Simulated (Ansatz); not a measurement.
# GeP₂H (quartet): wave-function methods side by side at a displaced geometry (v2), cc-pVDZ

An exercise on one series of results from a longer session: the logs are not shown, and one member is left open.

Method: cc-pVDZ, core rule «outside noble gas», up to 24 orbitals frozen; program: Ansatz 0.2.0, Gaussian basis.

To be run: UHF; CCSD(T) on ROHF; CCSD(T) on UHF; BCCD(T) on ROHF; CISD as a restricted active space (open shells left free, so some higher excitations enter); CCSDT(Q) on ROHF; CCSDT(Q) on UHF.

28 further runs of the same task are left out: 5 for a known fault of the program, 12 that didn't finish, 11 set aside as unsound or not needed. Runs told in other sessions of the task aren't counted.

### The geometry

The geometry is a PBE0/def2-TZVP stationary point (not a proven minimum) with its atoms shifted at random (size 0.100 Å). No spin-orbit coupling is included. The filled d shell of Ge may be among the frozen orbitals whatever the setting's name suggests.

4 atoms, charge 0, spin multiplicity 4.

Atoms are counted from 1 here; the program's logs count them from 0.

Bond lengths: Ge1–P2 2.289 Å, P2–P3 2.084 Å, P3–H4 1.379 Å. Angles: Ge1–P2–P3 111.0°, P2–P3–H4 94.9°.

The first run:

in.yaml

```yaml
crystal:
  periodic: [false, false, false]
  atoms:
    - {symbol: Ge, position_ang: [0.057860, -0.149046, 1.319729]}
    - {symbol: P, position_ang: [-0.107014, 0.868229, -0.723678]}
    - {symbol: P, position_ang: [-0.030394, -0.531892, -2.264887]}
    - {symbol: H, position_ang: [0.052715, 0.405829, -3.272056]}
basis:
  gaussian: {orbitals: cc-pVDZ}
magnetization: {spin_polarized: true, initial_magnetization: 3}
hamiltonian: {xc: hf}
output: {orbitals: {seedname: orbitals}}
```

On the command line:

```sh
$ ansatz run in.yaml --threads 1 --pin off --events-out ev --progress --plain --max-ram 2393MiB
```

Among the steps run: UHF; CCSD(T) on ROHF; CCSD(T) on UHF; BCCD(T) on ROHF; CISD as a restricted active space (open shells left free, so some higher excitations enter); CCSDT(Q) on ROHF; CCSDT(Q) on UHF.

One table of the session follows, with a row left open; its other results are not shown here.

| method | from RCCSDT(Q) (meV) |
| --- | --- |
| ROHF | +9348.7 |
| UHF | +8974.9 |
| RMP2 | +1853.5 |
| UMP2 | +1953.4 |
| CISD | +1773.5 |
| RCCSD | ? |
| UCCSD | +560.8 |
| RCCSD(T) | +138.2 |
| UCCSD(T) | +128.6 |
| BCCD(T) | +114.8 |
| RCCSDT | +57.3 |
| UCCSDT | +43.5 |
| RCCSDT(Q) | 0 |
| UCCSDT(Q) | -8.1 |

Q: Estimate the row for RCCSD from the others.

The run gave: from RCCSDT(Q) (meV): +594.3. In the column «from RCCSDT(Q) (meV)» it lies between UCCSD (+560.8) and CISD (+1773.5).

Limits of these values: Warnings: spin contamination; large T1 diagnostic. Restricted and unrestricted rows rest on different reference determinants; a gap between their highest levels can come from leftover correlation error, from unlike frozen cores or from another state.
